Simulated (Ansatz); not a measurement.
# ZnH₂O + H₂O + H₂O: a complex and its separated parts

Aim: how far the complex at one end of a reaction step lies below its separated, relaxed parts, level by level.

Computed with Ansatz 0.2.0, Gaussian basis. Level: PBE0-D4/def2-TZVP structures, single points in def2-TZVPP, no counterpoise correction.

Levels: SPW92, PBE-D4, BLYP-D4, r2SCAN-D4, B97M-V, PBE0-D4, B3LYP-D4, r2SCAN0-D4, BHLYP-D4, CAM-B3LYP-D4, wB97X-V, wB97M-V, B2PLYP, PBE-QIDH, RPA on PBE, Hartree-Fock, MP2, CCSD, CCSD(T).

Cores are frozen in the correlated methods. Filled d shells of the heavier atoms are correlated. B3LYP uses VWN-RPA correlation. B2PLYP carries no dispersion term here.

26 further runs of the same task are left out: 26 set aside as unsound or not needed.

### 1 Starting geometry

The complex: 10 atoms, charge 0, spin multiplicity 1.

Atoms are counted from 1 here; the program's logs count them from 0.

Bond lengths: Zn1–H2 1.555 Å, Zn1–O3 1.802 Å, Zn1–O5 2.213 Å, O3–H8 0.958 Å, H4–O5 0.983 Å, O5–H9 0.960 Å, H6–O7 0.972 Å, O7–H10 0.960 Å. Angles: H2–Zn1–O3 155.4°, H2–Zn1–O5 100.7°, O3–Zn1–O5 103.8°, Zn1–O3–H8 114.5°, Zn1–O5–H4 105.0°, Zn1–O5–H9 117.9°, H4–O5–H9 108.1°, H6–O7–H10 106.2°.

As a file:

```mol
H6O3Zn
  3D, bonds by distance, orders not assigned

 10  8  0  0  0  0  0  0  0  0999 V2000
    0.2944   -1.3927   -0.0292 Zn  0  0
    1.6343   -0.6783   -0.3640 H   0  0
   -0.7516   -2.7945    0.4049 O   0  0
   -0.5033    1.1269    0.0271 H   0  0
   -1.0860    0.3351    0.0372 O   0  0
    1.5161    1.1468   -0.2035 H   0  0
    1.0165    1.9717   -0.0827 O   0  0
   -1.6866   -2.6573    0.2476 H   0  0
   -1.6768    0.4088    0.7906 H   0  0
    1.2430    2.5335   -0.8278 H   0  0
  1  2  8  0
  1  3  8  0
  1  5  8  0
  3  8  8  0
  4  5  8  0
  5  9  8  0
  6  7  8  0
  7 10  8  0
M  END
```

Its parts: ZnH₂O holds atoms 1, 2, 3, 8; H₂O holds atoms 4, 5, 9; H₂O holds atoms 6, 7, 10. Each part counts its atoms afresh in its own runs.

### 2 Relaxing ZnH₂O alone

relax-a/in.yaml

```yaml
crystal:
  periodic: [false, false, false]
  atoms:
    - {symbol: Zn, position_ang: [0.294374, -1.392721, -0.029232]}
    - {symbol: H, position_ang: [1.634270, -0.678269, -0.364041]}
    - {symbol: O, position_ang: [-0.751611, -2.794535, 0.404901]}
    - {symbol: H, position_ang: [-1.686614, -2.657284, 0.247560]}
basis:
  gaussian: {orbitals: def2-TZVP}
hamiltonian: {xc: pbe0, dispersion: d4}
relax: {f_tol: 0.005, max_steps: 200}
```

The command line of these runs was not kept.

The runs that follow: Relaxing H₂O alone; Relaxing H₂O alone; wB97M-V/def2-TZVPP; CCSD(T)/def2-TZVPP; CCSD(T)/def2-QZVPP; Vibrations of ZnH₂O; Vibrations of H₂O; Vibrations of H₂O.

**Question.** What will these runs give? Wanted: complex less parts, CCSD(T)/def2-TZVPP; with zero-point energy; largest T1 diagnostic.

**Answer**, as computed:

| quantity | value |
| --- | --- |
| complex less parts, CCSD(T)/def2-TZVPP | -18.7 kcal/mol |
| with zero-point energy | -14.2 kcal/mol |
| largest T1 diagnostic | 0.017 |

In words: At CCSD(T) the complex lies 18.7 kcal/mol below its parts. The functionals run from B3LYP-D4, off by -0.1 kcal/mol, to SPW92, off by -11.1 kcal/mol, against CCSD(T). Mean unsigned error by rung: LDA 11.1, GGA 1.1, meta-GGA 1.6, hybrid 1.3, range-separated hybrid 1.3, double hybrid 1.0 kcal/mol. PBE-D4 gives a relative energy 1.3 kcal/mol too low, outside chemical accuracy (1 kcal/mol). No counterpoise was applied, and triple zeta lacks some correlation, so the CCSD(T) reference has a basis error of its own, and close matches with it are partly luck. This choice of frozen cores biases the correlated bond energies of the heavy atoms.
